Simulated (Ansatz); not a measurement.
# MoS₂F₂: up Jacob's ladder to CCSD(T)

An exercise on one series of results from a longer session: the logs are not shown, and one member is left open.

Computed with Ansatz 0.2.0, Gaussian basis. Level: functionals in def2-TZVPP, the program's frozen cores in correlated methods.

Plan: LDA (SPW92), PBE-D4, revPBE-D4, BLYP-D4, r2SCAN-D4, B97M-V, PBE0-D4, B3LYP-D4, r2SCANh-D4, r2SCAN0-D4, HSE06-D4, BHLYP-D4, CAM-B3LYP-D4, LC-ωPBE, ωB97X-V, ωB97M-V, B2PLYP, PBE-QIDH; CCSD(T)/def2-SVP; CCSD(T)/def2-TZVPP; MP2/def2-QZVPP; extrapolation to the limit; RPA on PBE.

## The geometry

All runs share one geometry, relaxed beforehand with PBE0-D4 in a triple-zeta def2 set. Mo takes the def2 core potential; no spin-orbit term is included.

SMILES `[F][Mo]([F])(=[S])=[S]`, 5 atoms, charge 0, spin multiplicity 1.

Atoms are counted from 1 here; the program's logs count them from 0.

Bond lengths: F1–Mo2 1.830 Å, Mo2–F3 1.830 Å, Mo2–S4 2.086 Å, Mo2–S5 2.086 Å. Angles: F1–Mo2–F3 113.3°, F1–Mo2–S4 109.0°, F1–Mo2–S5 109.0°, F3–Mo2–S4 109.0°, F3–Mo2–S5 109.0°, S4–Mo2–S5 107.5°.

Geometry (Å):

```xyz
5

F    -0.8489   -0.0822    1.6640
Mo    0.0400   -0.0594    0.0649
F     1.5935   -1.0259    0.0866
S    -1.2129   -0.8234   -1.4181
S     0.4784    1.9172   -0.4389
```

Set-up of the first run:

Contents of in.yaml:

```yaml
crystal:
  periodic: [false, false, false]
  atoms:
    - {symbol: F, position_ang: [-0.848917, -0.082193, 1.663993]}
    - {symbol: Mo, position_ang: [0.040030, -0.059422, 0.064946]}
    - {symbol: F, position_ang: [1.593475, -1.025876, 0.086587]}
    - {symbol: S, position_ang: [-1.212945, -0.823386, -1.418063]}
    - {symbol: S, position_ang: [0.478358, 1.917177, -0.438863]}
basis:
  gaussian: {orbitals: def2-TZVPP}
hamiltonian: {xc: lda}
output: {orbitals: {seedname: orbitals}}
```

The run is started by

```console
ansatz run in.yaml --threads 4 --pin off --events-out ev --progress --plain --max-ram 10444MiB
```

Steps of the session up to this table: LDA; PBE-D4 (GGA); revPBE-D4 (GGA); BLYP-D4 (GGA); r2SCAN-D4 (meta-GGA); B97M-V (meta-GGA); PBE0-D4 (hybrid); B3LYP-D4 (hybrid); r2SCANh-D4 (hybrid); r2SCAN0-D4 (hybrid); HSE06-D4 (hybrid); BHLYP-D4 (hybrid); CAM-B3LYP-D4 (range-separated); LC-ωPBE (range-separated); ωB97X-V (range-separated); ωB97M-V (range-separated); B2PLYP (double hybrid); PBE-QIDH (double hybrid).

One of the session's tables, all rows but one given; the rest of the session is left out.

It belongs to the step «Frontier levels by functional». 

```
  functional  HOMO (eV)  LUMO (eV)  gap (eV)
 LDA (SPW92)      -6.92      -4.56      2.36
      PBE-D4      -6.75      -4.36      2.39
   revPBE-D4      -6.69      -4.28      2.41
     BLYP-D4      -6.58      -4.23      2.35
   r2SCAN-D4      -7.04      -4.41      2.63
      B97M-V          ?          ?         ?
     PBE0-D4      -7.88      -3.73      4.15
    B3LYP-D4      -7.65      -3.89      3.75
  r2SCANh-D4      -7.45      -4.15      3.30
  r2SCAN0-D4      -8.07      -3.76      4.31
    HSE06-D4      -7.50      -4.10      3.39
    BHLYP-D4      -8.85      -2.91      5.93
CAM-B3LYP-D4      -9.05      -2.69      6.36
     LC-ωPBE     -10.30      -1.68      8.62
     ωB97X-V      -9.98      -1.70      8.27
     ωB97M-V      -9.82      -1.67      8.15
```

Estimate the missing values for B97M-V.

The run gave: HOMO (eV): -7.09; LUMO (eV): -4.38; gap (eV): 2.71. In the column «HOMO (eV)» it lies between r2SCANh-D4 (-7.45) and r2SCAN-D4 (-7.04).
